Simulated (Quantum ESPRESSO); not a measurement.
Mo2C3: zone-centre phonons under several settings

```
Mo C
1.0
     3.98698    0.00000    0.00000
     0.00000    3.98698    0.00000
     0.00000    0.00000    3.98698
Mo C
2 3
Direct
  0.50000 0.50000 0.50000
  0.00000 0.00000 0.00000
  0.00000 0.50000 0.50000
  0.50000 0.00000 0.50000
  0.50000 0.50000 0.00000
```

The cell was built by a generator and needn't be a form met in nature.

All runs used Quantum ESPRESSO 7.5; potentials GBRV 1.5 PBE; k mesh 7 × 7 × 7; relaxed cell; no spin polarisation; cutoff 612 eV; occupations cold, width 0.2 eV.

```csv
level,volume (Å³/atom),lowest optical mode without the field (cm⁻¹),highest optical mode without the field (cm⁻¹)
PBE,12.39,519i,790
PBE+D2,12.21,536i,812
rPW86PBE+rVV10,12.75,500i,757
rev-vdW-DF2,?,?,?
```

**Question.** What stands in the row left open?

**Answer.** Volume 12.31 Å³/atom; lowest optical mode without the field 520i cm⁻¹; highest optical mode without the field 806 cm⁻¹.

Values marked i are imaginary: the cell is unstable against those modes at that level, or the meshes are too thin.

Caveats: the mesh is thin for the phonons of a metal; some modes are imaginary; pairwise dispersion overbinds metals, which lowers pressure and volume (some runs); the potentials were made for another functional, which shifts forces and pressure (some runs).

For the row left open. Caveat: the mesh is thin for the phonons of a metal; the potentials were made for another functional, which shifts forces and pressure; some modes are imaginary.
